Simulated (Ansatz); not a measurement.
**One shape, several levels: triplet CH7NOSi**

We compute a comparison of 6 runs (UHF/3-21G, UHF/cc-pVDZ, U-wB97M-V/cc-pVDZ, UPBE0/cc-pVDZ, UMP2/cc-pVDZ, UCCSD/cc-pVDZ) of triplet CH7NOSi. 

The calculation is run with Ansatz 0.2.0.

122 further runs of the same task are left out: 122 set aside as unsound or not needed.

### 1 The molecule

CH7NOSi has 11 atoms, charge 0, and is taken as a triplet. SMILES of the parent species: `OCN[SiH3]`. The coordinates come from a PBE0-D4/def2-TZVP relaxation. This is one conformer, not always the lowest. That shape belongs to the parent species and isn't relaxed for this state.

Bond lengths: O1–C2 1.405 Å, C2–N3 1.432 Å, N3–Si4 1.720 Å, O1–H5 0.962 Å, C2–H6 1.095 Å, C2–H7 1.100 Å, N3–H8 1.009 Å, Si4–H9 1.487 Å, Si4–H10 1.492 Å, Si4–H11 1.485 Å. Some angles: O1–C2–N3 112.6°, C2–N3–Si4 124.6°, O1–C2–H6 104.7°, O1–C2–H7 111.2°, N3–C2–H6 112.6°, N3–C2–H7 107.8°, C2–O1–H5 107.2°, C2–N3–H8 113.6°, Si4–N3–H8 119.4°, N3–Si4–H9 108.0°.

### 2 The energy at UHF/3-21G (run 1)

in.yaml

```yaml
crystal:
  periodic: [false, false, false]
  atoms:
    - symbol: O
      position_ang: [-1.208000, 1.808500, -0.668400]
    - symbol: C
      position_ang: [-0.009800, 1.197800, -0.260600]
    - symbol: N
      position_ang: [0.021500, -0.204300, -0.552200]
    - symbol: Si
      position_ang: [0.472500, -1.425900, 0.571200]
    - symbol: H
      position_ang: [-1.930700, 1.291100, -0.299300]
    - symbol: H
      position_ang: [0.776900, 1.753100, -0.781300]
    - symbol: H
      position_ang: [0.150800, 1.320600, 0.820400]
    - symbol: H
      position_ang: [0.033200, -0.410500, -1.539700]
    - symbol: H
      position_ang: [-0.212700, -1.140500, 1.860100]
    - symbol: H
      position_ang: [1.934400, -1.515500, 0.858100]
    - symbol: H
      position_ang: [0.037100, -2.731600, 0.012700]
basis:
  gaussian:
    orbitals: 3-21G.json
magnetization:
  spin_polarized: true
  initial_magnetization: 2
hamiltonian:
  xc: hf
accuracy: high
output: {orbitals: {seedname: orbitals}}
```

The basis set 3-21G is read from a file made from the Basis Set Exchange's data (not shown).

Launch:

```bash
$ ansatz run in.yaml --threads 1 --pin off --max-ram 3480MiB --events-out events.jsonl --progress --plain --runs-dir runs
```

Log:

```text
Warning: RAYON_NUM_THREADS=1 ignored (pool sized by the plan → 1); use --threads N
Functional definition: HF
  name "HF"
  exchange = exact_x
  correlation = 0
1299 factors; integrals over basis functions are off by at most 1.0e-8 eV
mean field evaluation 1: about -12444.5732 eV, gradient 1.9e1 eV
mean field evaluation 2: about -12445.2174 eV, gradient 2.0e1 eV
mean field evaluation 4: about -12447.8791 eV, gradient 3.3e0 eV
mean field evaluation 8: about -12448.1518 eV, gradient 3.6e-1 eV
mean field evaluation 16: about -12448.1562 eV, gradient 2.2e-5 eV
mean field evaluation 32: about -12445.8440 eV, gradient 9.5e-1 eV
mean field -12448.15619630 eV, -457.4613025508 hartree, gradient 1.5e-8 eV, S^2 2.013935; 0 other end points of the search recorded, 0 dependent functions left out
reference -12448.15619630 eV, -457.4613025508 hartree; 22, 20 occupied and 32, 34 virtual orbitals, 1299 factors
Total energy: -12448.15619630 eV, -457.4613025508 hartree
```

It took 0.9 s on 1 thread of Intel Xeon 6975P-C (Granite Rapids), shared host; peak memory 0.16 GiB.

### 3 The energy at UHF/cc-pVDZ (run 2)

run.yaml

```yaml
crystal:
  periodic: [false, false, false]
  atoms:
    - symbol: O
      position_ang: [-1.208000, 1.808500, -0.668400]
    - symbol: C
      position_ang: [-0.009800, 1.197800, -0.260600]
    - symbol: N
      position_ang: [0.021500, -0.204300, -0.552200]
    - symbol: Si
      position_ang: [0.472500, -1.425900, 0.571200]
    - symbol: H
      position_ang: [-1.930700, 1.291100, -0.299300]
    - symbol: H
      position_ang: [0.776900, 1.753100, -0.781300]
    - symbol: H
      position_ang: [0.150800, 1.320600, 0.820400]
    - symbol: H
      position_ang: [0.033200, -0.410500, -1.539700]
    - symbol: H
      position_ang: [-0.212700, -1.140500, 1.860100]
    - symbol: H
      position_ang: [1.934400, -1.515500, 0.858100]
    - symbol: H
      position_ang: [0.037100, -2.731600, 0.012700]
basis:
  gaussian:
    orbitals: cc-pVDZ
magnetization:
  spin_polarized: true
  initial_magnetization: 2
hamiltonian:
  xc: hf
accuracy: high
output: {orbitals: {seedname: orbitals}}
```

Launch:

```bash
$ ansatz run run.yaml --threads 1 --pin off --max-ram 3480MiB --events-out events.jsonl --progress --plain --runs-dir runs
```

Log:

```text
Warning: RAYON_NUM_THREADS=1 ignored (pool sized by the plan → 1); use --threads N
[... 4 set-up lines as earlier in the session ...]
2309 factors; integrals over basis functions are off by at most 3.8e-9 eV
mean field evaluation 1: about -12512.5128 eV, gradient 2.2e1 eV
mean field evaluation 2: about -12512.6469 eV, gradient 2.2e1 eV
mean field evaluation 4: about -12515.9922 eV, gradient 4.0e0 eV
mean field evaluation 8: about -12516.3818 eV, gradient 4.7e-1 eV
mean field evaluation 16: about -12516.3948 eV, gradient 5.1e-8 eV
mean field evaluation 32: about -12515.4281 eV, gradient 2.9e0 eV
mean field evaluation 64: about -12516.3847 eV, gradient 2.8e-1 eV
mean field evaluation 96: about -12515.1242 eV, gradient 1.8e-1 eV
mean field evaluation 128: about -12506.8192 eV, gradient 2.7e1 eV
mean field -12516.39482040 eV, -459.9690257327 hartree, gradient 2.7e-8 eV, S^2 2.014594; 0 other end points of the search recorded, 0 dependent functions left out
reference -12516.39482040 eV, -459.9690257327 hartree; 22, 20 occupied and 73, 75 virtual orbitals, 2309 factors
Total energy: -12516.39482040 eV, -459.9690257327 hartree
```

Wall time 6.9 s (1 thread of Intel Xeon 6975P-C (Granite Rapids), shared host); peak memory 0.4 GiB.

Runs 3 to 4 aren't shown in full; the table further down has their settings and results.

### 4 The energy at UMP2/cc-pVDZ (run 5)

job.yaml

```yaml
crystal:
  periodic: [false, false, false]
  atoms:
    - {symbol: O, position_ang: [-1.208000, 1.808500, -0.668400]}
    - {symbol: C, position_ang: [-0.009800, 1.197800, -0.260600]}
    - {symbol: "N", position_ang: [0.021500, -0.204300, -0.552200]}
    - {symbol: Si, position_ang: [0.472500, -1.425900, 0.571200]}
    - {symbol: H, position_ang: [-1.930700, 1.291100, -0.299300]}
    - {symbol: H, position_ang: [0.776900, 1.753100, -0.781300]}
    - {symbol: H, position_ang: [0.150800, 1.320600, 0.820400]}
    - {symbol: H, position_ang: [0.033200, -0.410500, -1.539700]}
    - {symbol: H, position_ang: [-0.212700, -1.140500, 1.860100]}
    - {symbol: H, position_ang: [1.934400, -1.515500, 0.858100]}
    - {symbol: H, position_ang: [0.037100, -2.731600, 0.012700]}
basis:
  gaussian: {orbitals: cc-pVDZ}
correlation: {method: mp2, frozen_orbitals: {C: 1, H: 0, "N": 1, O: 1, Si: 5}}
magnetization: {spin_polarized: true, initial_magnetization: 2}
accuracy: high
```

Launch:

```bash
$ ansatz run job.yaml --threads 1 --pin off --max-ram 3480MiB --events-out events.jsonl --progress --plain --runs-dir runs
```

Log (excerpt; [...] marks lines left out):

```text
Warning: RAYON_NUM_THREADS=1 ignored (pool sized by the plan → 1); use --threads N
[... 2 set-up lines as earlier in the session ...]
[...]
2309 factors; integrals over basis functions are off by at most 3.8e-9 eV
[...]
mean field -12516.39482040 eV, -459.9690257327 hartree, gradient 2.7e-8 eV, S^2 2.014594; 6 other end points of the search recorded, 0 dependent functions left out
8 core orbitals not correlated: weight in the atoms' cores, before any rotation towards them, 1.000 or more for the frozen orbitals, at most 0.000 for the correlated occupied ones
reference -12516.39482040 eV, -459.9690257327 hartree; 14, 12 occupied and 73, 75 virtual orbitals, 2309 factors
second order -15.86955813 eV of doubles, -0.00000000 eV of singles
Total energy: -12532.26437853 eV, -460.5522212373 hartree
```

It took 6.3 s on 1 thread of Intel Xeon 6975P-C (Granite Rapids), shared host; peak memory 0.37 GiB.

### 5 A single-point energy at UCCSD/cc-pVDZ (run 6)

job.yaml

```yaml
crystal:
  periodic: [false, false, false]
  atoms:
    - symbol: O
      position_ang: [-1.208000, 1.808500, -0.668400]
    - symbol: C
      position_ang: [-0.009800, 1.197800, -0.260600]
    - symbol: "N"
      position_ang: [0.021500, -0.204300, -0.552200]
    - symbol: Si
      position_ang: [0.472500, -1.425900, 0.571200]
    - symbol: H
      position_ang: [-1.930700, 1.291100, -0.299300]
    - symbol: H
      position_ang: [0.776900, 1.753100, -0.781300]
    - symbol: H
      position_ang: [0.150800, 1.320600, 0.820400]
    - symbol: H
      position_ang: [0.033200, -0.410500, -1.539700]
    - symbol: H
      position_ang: [-0.212700, -1.140500, 1.860100]
    - symbol: H
      position_ang: [1.934400, -1.515500, 0.858100]
    - symbol: H
      position_ang: [0.037100, -2.731600, 0.012700]
basis:
  gaussian:
    orbitals: cc-pVDZ
magnetization:
  spin_polarized: true
  initial_magnetization: 2
correlation:
  method: ccsd
  frozen_orbitals: {C: 1, H: 0, "N": 1, O: 1, Si: 5}
accuracy: high
scf:
  omitted_lower_state_checks: [cluster_reference, increment]
```

Launch:

```bash
$ ansatz run job.yaml --threads 1 --pin off --max-ram 3480MiB --events-out events.jsonl --progress --plain --runs-dir runs
```

Log:

```text
Warning: RAYON_NUM_THREADS=1 ignored (pool sized by the plan → 1); use --threads N
[... 13 lines left out ...]
8 core orbitals not correlated: weight in the atoms' cores, before any rotation towards them, 1.000 or more for the frozen orbitals, at most 0.000 for the correlated occupied ones
[... 34 lines left out ...]
Total energy: -12533.84329997 eV, -460.6102455299 hartree
Checks for a lower state left out: cluster_reference, increment
```

Wall time 64 s (1 thread of Intel Xeon 6975P-C (Granite Rapids), shared host); peak memory 1.3 GiB.

### 6 The series

| run | level | frozen core orbitals | energy (Eh) | HOMO energy (eV) | ⟨S²⟩ | wall time |
| --- | --- | --- | --- | --- | --- | --- |
| 1 | UHF/3-21G | – | -457.461303 | -2.33 | 2.014 | 0.9 s |
| 2 | UHF/cc-pVDZ | – | -459.969026 | -2.48 | 2.015 | 6.9 s |
| 3 | U-wB97M-V/cc-pVDZ | – | -461.447706 | -2.86 | 2.006 | 1.8 min |
| 4 | UPBE0/cc-pVDZ | – | -461.248156 | -1.36 | 2.007 | 17 s |
| 5 | UMP2/cc-pVDZ | 8 | -460.552221 | – | 2.015 | 6.3 s |
| 6 | UCCSD/cc-pVDZ | 8 | -460.610246 | – | 2.015 | 64 s |

### 7 Outcome

| quantity | value |
| --- | --- |
| run 6: total energy | -460.61025 Eh |
| run 6: correlation energy (8 core orbitals frozen) | -641.2 mEh |
| run 6: ⟨S²⟩ of the reference determinant | 2.015 |
| run 6: T1 diagnostic | 0.026 |

In words: Below the UHF energy at the same shape and in the same basis (cc-pVDZ): UMP2 -583.2 mEh; UCCSD -641.2 mEh. Totals of different functionals can't be ranked against each other. All runs together took 3.3 min, the longest 1.8 min.
